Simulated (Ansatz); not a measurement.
# Si₄GeH₁₂: taking an electron away

One table from this session's results is given with a row withheld; the runs are named, their logs left out.

Computed with Ansatz 0.2.0, Gaussian basis. Level: unrestricted cation, the program's frozen cores in correlated methods.

Levels to be run: UKS PBE-D4/def2-TZVPP; UKS r2SCAN-D4/def2-TZVPP; UKS PBE0-D4/def2-TZVPP; UKS B3LYP-D4/def2-TZVPP; UKS wB97X-V/def2-TZVPP; UKS wB97M-V/def2-TZVPP; UKS B2PLYP/def2-TZVPP; UHF-CCSD(T)/def2-TZVPP; UHF-MP2/def2-QZVPP; extrapolation to the limit; then −ε(HOMO) from the neutral's earlier runs with LDA (SPW92), PBE-D4, revPBE-D4, BLYP-D4, r2SCAN-D4, B97M-V, PBE0-D4, B3LYP-D4, r2SCANh-D4, r2SCAN0-D4, HSE06-D4, BHLYP-D4, CAM-B3LYP-D4, LC-ωPBE, ωB97X-V, ωB97M-V.

## The geometry

All runs share one geometry, relaxed beforehand with PBE0-D4 in a triple-zeta def2 set.

SMILES `[SiH3][SiH2][GeH2][SiH2][SiH3]`, 17 atoms, charge 0, spin multiplicity 1.

Atoms are counted from 1 here; the program's logs count them from 0.

Bond lengths: Si1–Si2 2.337 Å, Si1–H6 1.488 Å, Si1–H7 1.488 Å, Si1–H8 1.488 Å, Si2–Ge3 2.382 Å, Si2–H9 1.490 Å, Si2–H10 1.490 Å, Ge3–Si4 2.382 Å, Ge3–H11 1.540 Å, Ge3–H12 1.540 Å, Si4–Si5 2.337 Å, Si4–H13 1.490 Å, Si4–H14 1.490 Å, Si5–H15 1.488 Å, Si5–H16 1.488 Å, Si5–H17 1.488 Å. Angles: Si2–Si1–H6 109.8°, Si2–Si1–H7 111.6°, Si2–Si1–H8 109.4°, H6–Si1–H7 108.8°, H6–Si1–H8 108.4°, H7–Si1–H8 108.7°, Si1–Si2–Ge3 109.3°, Si1–Si2–H9 110.4°, Si1–Si2–H10 109.5°, Ge3–Si2–H9 110.7°, Ge3–Si2–H10 108.7°, H9–Si2–H10 108.3°, Si2–Ge3–Si4 109.0°, Si2–Ge3–H11 110.2°, Si2–Ge3–H12 109.7°, Si4–Ge3–H11 109.8°, Si4–Ge3–H12 110.2°, H11–Ge3–H12 107.9° and more.

Set-up of the first run:

Input file in.yaml:

```yaml
crystal:
  periodic: [false, false, false]
  atoms:
    - {symbol: Si, position_ang: [0.418077, -2.409290, 1.064819]}
    - {symbol: Si, position_ang: [1.813482, -0.587377, 0.625256]}
    - {symbol: Ge, position_ang: [1.162884, 0.424839, -1.430778]}
    - {symbol: Si, position_ang: [-1.186988, 0.814756, -1.394005]}
    - {symbol: Si, position_ang: [-1.757872, 1.921682, 0.582939]}
    - {symbol: H, position_ang: [0.512475, -3.395069, -0.045611]}
    - {symbol: H, position_ang: [0.783674, -3.085386, 2.338451]}
    - {symbol: H, position_ang: [-0.991182, -1.941099, 1.159727]}
    - {symbol: H, position_ang: [3.236075, -1.025476, 0.569095]}
    - {symbol: H, position_ang: [1.676635, 0.418180, 1.715776]}
    - {symbol: H, position_ang: [1.909110, 1.757969, -1.627725]}
    - {symbol: H, position_ang: [1.529341, -0.502287, -2.605155]}
    - {symbol: H, position_ang: [-1.887312, -0.498990, -1.447591]}
    - {symbol: H, position_ang: [-1.606417, 1.616604, -2.577194]}
    - {symbol: H, position_ang: [-1.358316, 1.088512, 1.749248]}
    - {symbol: H, position_ang: [-3.220109, 2.183499, 0.661493]}
    - {symbol: H, position_ang: [-1.033558, 3.218944, 0.661265]}
basis:
  gaussian: {orbitals: def2-TZVPP}
total_charge: 1
magnetization: {spin_polarized: true, initial_magnetization: 1}
hamiltonian: {xc: pbe, dispersion: d4}
```

Among the steps run: Cation, UKS PBE-D4/def2-TZVPP; Cation, UKS r2SCAN-D4/def2-TZVPP; Cation, UKS PBE0-D4/def2-TZVPP; Cation, UKS B3LYP-D4/def2-TZVPP; Cation, UKS wB97X-V/def2-TZVPP; Cation, UKS wB97M-V/def2-TZVPP; Cation, UKS B2PLYP (frozen core)/def2-TZVPP; Cation, UHF-CCSD(T)/def2-TZVPP; Cation, UHF-MP2/def2-QZVPP.

One of the session's tables, all rows but one given; the rest of the session is left out.

Orbital estimates, from the neutral's runs:

| functional | −ε(HOMO) (eV) |
| --- | --- |
| LDA (SPW92) | 6.88 |
| PBE-D4 | 6.78 |
| revPBE-D4 | ? |
| BLYP-D4 | 6.60 |
| r2SCAN-D4 | 7.02 |
| B97M-V | 7.16 |
| PBE0-D4 | 7.79 |
| B3LYP-D4 | 7.57 |
| r2SCANh-D4 | 7.39 |
| r2SCAN0-D4 | 7.94 |
| HSE06-D4 | 7.40 |
| BHLYP-D4 | 8.65 |
| CAM-B3LYP-D4 | 8.95 |
| LC-ωPBE | 10.24 |
| ωB97X-V | 9.93 |
| ωB97M-V | 9.72 |

Q: Estimate the row for revPBE-D4 from the others.

The run gave: −ε(HOMO) (eV): 6.73. In the column «−ε(HOMO) (eV)» it lies between BLYP-D4 (6.60) and PBE-D4 (6.78).

To keep in mind: The cation may have settled in a state other than its lowest; no search over hole states beyond the program's own was made.
